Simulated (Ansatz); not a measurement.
# CH5B2Br, SMILES BCBBr: an atomisation energy

With Ansatz's Python interface.

Notebook, run cell by cell (the value of a cell's last expression is shown):

**Cell 1**
```python
from collections import Counter

import ansatz as az
```

**Cell 2**
```python
def energy(molecule, charge=0, unpaired=0):
    calc = (
        molecule.calculation()
        .basis(gaussian="def2-SVPD")
        .functional("CAM-B3LYP")
    )
    if charge:
        calc = calc.charge(charge)
    if unpaired:
        calc = calc.spin("collinear", total=unpaired)
    report = calc.run().report
    if report["published_state_doubts"]:
        print("  doubts:", report["published_state_doubts"])
    return report["free_energy_ev"]
```

**Cell 3**
```python
geometry_ang = [
    ("B", [-1.2926, 0.5206, 0.0083]),
    ("C", [-0.1496, -0.5597, -0.2077]),
    ("B", [1.2284, -0.0083, 0.3581]),
    ("Br", [2.7973, 0.2349, -0.8598]),
    ("H", [-1.2187, 1.578, -0.5147]),
    ("H", [-2.2347, 0.2616, 0.6724]),
    ("H", [-0.0533, -0.7763, -1.2917]),
    ("H", [-0.4157, -1.4945, 0.3275]),
    ("H", [1.3389, 0.2436, 1.5076]),
]
mol = az.Crystal.molecule()
for symbol, xyz in geometry_ang:
    mol = mol.atom(symbol, xyz)
```

**Cell 4**
```python
# unpaired electrons of the ground-state atoms
unpaired = {"B": 1, "C": 2, "Br": 1, "H": 1}
counts = Counter(site.symbol for site in mol.cartesian_sites)
atom_energy = {s: energy(az.Crystal.molecule().atom(s, (0, 0, 0)), 0, unpaired[s]) for s in counts}
whole = energy(mol, 0, 0)
for s, e in atom_energy.items():
    print(f"{s:2s} x{counts[s]}  {e:14.5f} eV")
print(f"CH5B2Br: {whole:.5f} eV")
split = sum(counts[s] * e for s, e in atom_energy.items()) - whole
print(f"atomisation energy (no zero-point term): {96.485332 * split:.1f} kJ/mol, {split / sum(counts.values()):.3f} eV an atom")
```
Output:
```text
B  x2      -669.72712 eV
C  x1     -1028.38616 eV
Br x1    -70040.17579 eV
H  x5       -13.54842 eV
CH5B2Br: -72509.05969 eV
atomisation energy (no zero-point term): 3213.1 kJ/mol, 3.700 eV an atom
```

3213.1 kJ/mol from the electronic energies, without the zero-point term.

Caveats:
- Total energies depend on the basis set; only differences at equal settings carry meaning.
- The geometry is a force-field or estimated start, not a minimum of this method, and the basis set is short of its limit. All parts are taken at fixed geometry, without zero-point energy.
- The spin-orbit lowering of heavy atoms is left out.
- It ran for 7.6 s on 1 thread of Arm Neoverse V2, on a shared host, peak memory 0.38 GiB.
